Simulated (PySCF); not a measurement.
# C4H5FSi: the cost of one run

Computed with PySCF 2.14.0, with density-fitted response routines of our own, on a single molecule in the gas phase. Atoms count from 0, in the outputs and in this text.

## 1. The starting structure

11 atoms, charge 0, multiplicity 1; geometry from: GFN2-xTB. The atoms were then displaced at random by about 0.01 Å, so the start is not that level's minimum.

Bonds of the start (Å): F0–C1 1.31, C1–C2 1.32, C2–C3 1.49, C3–C4 1.36, C4–Si5 1.88, Si5–C1 1.89, C2–H6 1.09, C3–H7 1.07, C4–H8 1.07, Si5–H9 1.47, Si5–H10 1.45.

## 2. Optimising the geometry at PBE0-D3(BJ)/def2-SVP

Job settings and geometry (Å):

```
{"job": {"xc": "PBE0", "basis": "def2-SVP", "d3": "d3bj", "grid": 1, "shake": 0.01, "kind": "geom"}, "charge": 0, "multiplicity": 1}
F     -2.092430     1.479010    -0.347930
C     -1.001240     0.768760    -0.164740
C      0.159860     1.330200     0.131980
C      1.298970     0.381550     0.302610
C      0.968810    -0.924360     0.130230
Si    -0.858350    -1.115890    -0.280250
H      0.353130     2.390430     0.259140
H      2.266710     0.753840     0.547340
H      1.714910    -1.682950     0.264430
H     -1.645550    -1.795120     0.762440
H     -1.126700    -1.611280    -1.620930
```

Launch:

```
$ OMP_NUM_THREADS=1 python probes_run.py task.json out
```

This one command runs all jobs of the session in turn.

**Question.** How long does this first job take on 1 thread of Arm Neoverse V2, shared host, and how much memory does it need?

About 27 s, with a peak of 0.47 GiB.
